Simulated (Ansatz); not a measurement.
Task: an SCF with some post-processing of KNa3H4, space group Pm-3m, with Ansatz 0.2.0, Python API. Give the script and its output. Settings: LDA, PAW, cutoff 558 eV, 3×3×3 k-points, fixed occupations.

```
K Na H
1.0
     5.11864    0.00000    0.00000
     0.00000    5.11864    0.00000
     0.00000    0.00000    5.11864
K Na H
1 3 4
Cartesian
  2.5593 2.5593 2.5593
  0.0000 0.0000 2.5593
  0.0000 2.5593 0.0000
  2.5593 0.0000 0.0000
  0.0000 0.0000 0.0000
  2.5593 2.5593 0.0000
  2.5593 0.0000 2.5593
  0.0000 2.5593 2.5593
```

Script `report_kna3h4.py`:
```python
"""Bonding analysis of KNa3H4."""

from pathlib import Path
import warnings

import ansatz as az
import numpy as np
from pymatgen.core import Lattice, Structure
from pymatgen.core import Structure
from pymatgen.io.ase import AseAtomsAdaptor
from pymatgen.symmetry.analyzer import SpacegroupAnalyzer
from scipy.ndimage import map_coordinates

SETTINGS = {
    "functional": "lda",
    "mesh": (3, 3, 3),
}


def main() -> None:
    warnings.simplefilter("ignore", az.DeckWarning)

    pmg_structure = Structure(
        Lattice([[5.118641, 0.0, 0.0], [0.0, 5.118641, 0.0], [0.0, 0.0, 5.118641]]),
        ["K", "Na", "Na", "Na", "H", "H", "H", "H"],
        [
            [0.5, 0.5, 0.5],
            [0.0, 0.0, 0.5],
            [0.0, 0.5, 0.0],
            [0.5, 0.0, 0.0],
            [0.0, 0.0, 0.0],
            [0.5, 0.5, 0.0],
            [0.5, 0.0, 0.5],
            [0.0, 0.5, 0.5],
        ],
    )
    structure = az.Crystal.from_ase(AseAtomsAdaptor.get_atoms(pmg_structure))

    job = (
        structure.calculation()
        .functional(SETTINGS["functional"])
        .basis(41 * az.Ry)
        .kpoints(*SETTINGS["mesh"], center="gamma")
        .occupations(az.OccupationsMethod.FIXED)
        .density()
        .potential()
        .output_files(volumetric_format=["xsf", "npy"])
        .density_of_states(energy_step=0.05, method="smearing", broadening_width=0.15, projected=True)
        .band_table()
    )
    out = job.run()
    rep = out.report

    for key in ("converged", "n_iterations", "n_electrons", "n_kpoints", "n_pw", "n_symmetry_ops", "free_energy_ev", "fermi_energy_ev"):
        print(f"{key:18s} {rep[key]}")

    folder = Path(out.write_results("volumes"))
    print(sorted(path.name for path in folder.iterdir()))
    head = (folder / "rho.xsf").read_text().split("BEGIN_BLOCK")[0]
    print(head)

    final = Structure(out.lattice.cell_ang, [s.symbol for s in out.lattice.sites], [s.position_frac for s in out.lattice.sites])
    analyser = SpacegroupAnalyzer(final, symprec=0.01)
    standard = analyser.get_conventional_standard_structure()
    print(analyser.get_crystal_system(), analyser.get_space_group_symbol(), len(standard), "atoms in the conventional cell")
    print("a b c (A):", [round(x, 4) for x in standard.lattice.abc], " angles:", [round(x, 2) for x in standard.lattice.angles])
    print(f"mass density {float(final.density):.3f} g/cm^3")

    dos = out.density_of_states()
    energy = np.asarray(dos.energies_ev) - dos.fermi_ev
    projected = out.projected_density_of_states()
    # electrons in each projected shell, from the curves below the Fermi level
    step = energy[1] - energy[0]
    for index, site in enumerate(projected.sites):
        for shell in site.shells:
            curve = sum(np.sum(part.g_bin_mean_per_ev, axis=0) for part in shell.curves)
            print(f"site {index} {site.species:2s} {shell.label:3s} filled {curve[energy <= 0].sum() * step:7.3f}  at E_F {np.interp(0, energy, curve):7.3f} /eV")

    table = np.array(rep["eigenvalues_ev"]) - rep["fermi_energy_ev"]
    filling = np.array(rep["occupations"])
    weights = np.tile(rep["kweights"], len(table) // len(rep["kweights"]))
    print("band   lowest  highest (eV from E_F)  electrons")
    for band in range(table.shape[1]):
        if table[:, band].max() > -8:
            print(f"{band + 1:4d} {table[:, band].min():8.3f} {table[:, band].max():8.3f} {weights @ filling[:, band]:18.4f}")
    print("electrons counted from the table:", round(float(weights @ filling.sum(axis=1)), 5))

    # smooth valence density along the shortest bond of atom 0
    rho = out.density()
    total = sum(channel.density_e_per_ang3 for channel in rho.channels[:2])
    grid_cell = np.asarray(rho.fft_grid_basis) @ out.lattice.cell_ang
    partner = min(final.get_neighbors(final[0], 5.0), key=lambda n: n.nn_distance)
    line = np.linspace(final[0].coords, partner.coords, 11)
    points = (line @ np.linalg.inv(grid_cell)) * rho.dims
    values = map_coordinates(total, points.T, order=3, mode="grid-wrap")
    print(f"from {final[0].specie} to {partner.specie}, {partner.nn_distance:.3f} A")
    for t, value in zip(np.linspace(0, partner.nn_distance, 11), values):
        print(f"{t:7.3f} A  {value:9.4f} e/A^3")


if __name__ == "__main__":
    main()
```

```console
$ python report_kna3h4.py
converged          True
n_iterations       6
n_electrons        40.0
n_kpoints          4
n_pw               3959
n_symmetry_ops     48
free_energy_ev     -5959.955591214462
fermi_energy_ev    0.8191055064107727
['dos.tsv', 'fields.json', 'pdos.tsv', 'rho.npy', 'rho.xsf', 'rho_z.tsv', 'v_es.npy', 'v_es.xsf', 'v_tot.npy', 'v_tot.xsf', 'v_z.tsv']
CRYSTAL
PRIMVEC
    5.118641    0.000000    0.000000
    0.000000    5.118641    0.000000
    0.000000    0.000000    5.118641
PRIMCOORD
    8    1
   19    2.559321    2.559321    2.559321
   11    0.000000    0.000000    2.559321
   11    0.000000    2.559321    0.000000
   11    2.559321    0.000000    0.000000
    1    0.000000    0.000000    0.000000
    1    2.559321    2.559321    0.000000
    1    2.559321    0.000000    2.559321
    1    0.000000    2.559321    2.559321

cubic Pm-3m 8 atoms in the conventional cell
a b c (A): [5.1186, 5.1186, 5.1186]  angles: [90.0, 90.0, 90.0]
mass density 1.388 g/cm^3
site 0 K  3S  filled   1.985  at E_F   0.000 /eV
site 0 K  4S  filled   0.437  at E_F   0.020 /eV
site 0 K  3P  filled   5.992  at E_F   0.015 /eV
site 1 Na 2S  filled   1.989  at E_F   0.000 /eV
site 1 Na 3S  filled   0.445  at E_F   0.006 /eV
site 1 Na 2P  filled   5.999  at E_F   0.000 /eV
site 2 Na 2S  filled   1.989  at E_F   0.000 /eV
site 2 Na 3S  filled   0.445  at E_F   0.006 /eV
site 2 Na 2P  filled   5.999  at E_F   0.000 /eV
site 3 Na 2S  filled   1.989  at E_F   0.000 /eV
site 3 Na 3S  filled   0.445  at E_F   0.006 /eV
site 3 Na 2P  filled   5.999  at E_F   0.000 /eV
site 4 H  1S  filled   1.426  at E_F   0.781 /eV
site 5 H  1S  filled   1.504  at E_F   0.346 /eV
site 6 H  1S  filled   1.504  at E_F   0.346 /eV
site 7 H  1S  filled   1.504  at E_F   0.346 /eV
band   lowest  highest (eV from E_F)  electrons
  17   -3.202   -1.606             2.0000
  18   -1.248   -0.516             2.0000
  19   -0.711   -0.404             2.0000
  20   -0.514    0.000             2.0000
  21    3.312    4.578             0.0000
  22    3.312    4.794             0.0000
  23    4.009    5.306             0.0000
  24    5.466    7.248             0.0000
  25    5.843    7.248             0.0000
  26    6.527    7.377             0.0000
  27    7.377    8.883             0.0000
  28    7.556    9.075             0.0000
electrons counted from the table: 40.0
from K to H, 2.559 A
  0.000 A     4.1889 e/A^3
  0.256 A     4.2438 e/A^3
  0.512 A     3.1194 e/A^3
  0.768 A     1.3307 e/A^3
  1.024 A     0.3939 e/A^3
  1.280 A     0.1396 e/A^3
  1.536 A     0.1174 e/A^3
  1.792 A     0.1964 e/A^3
  2.047 A     0.4159 e/A^3
  2.303 A     0.9748 e/A^3
  2.559 A     1.7083 e/A^3
```

Total energies depend on the potentials; only differences at equal settings carry meaning. A total without «per atom» is that of the cell as typed. Along an axis with an odd division the mesh misses the point at one half; a gap read on a finite mesh is an upper bound on this functional's gap. Semilocal gaps usually lie well under measured ones. The Fermi level of a run with fixed occupations marks the highest occupied state on its mesh, not mid-gap. The zero of the levels is a convention of the potentials, so an absolute Fermi energy is no work function. Projections exist only for the shells that the potentials hold, some of them semicore, and samples at single energies can miss narrow peaks. The empty d shell of the heavier alkali and alkaline-earth atoms, which makes much of a conduction band, may have no channel. The crystal has a gap of about 3.31 eV on the mesh; any density of states at or just above the Fermi level is the tail of the broadening. Grid values close to the nuclei reflect the PAW or pseudopotential construction, not the all-electron fields. The structure comes from a database of computed cells and needn't be a stable or known phase. Gaps and levels are Kohn-Sham values on a finite set of k-points. The computed bands are complete only to about 7.6 eV above the Fermi level; beyond that the density of states is undercounted. The whole script took 2.1 s on 1 thread of Arm Neoverse V2 (shared host), peak memory 0.44 GiB.

(Lines on the test bed's own set-up are left out of the output.)
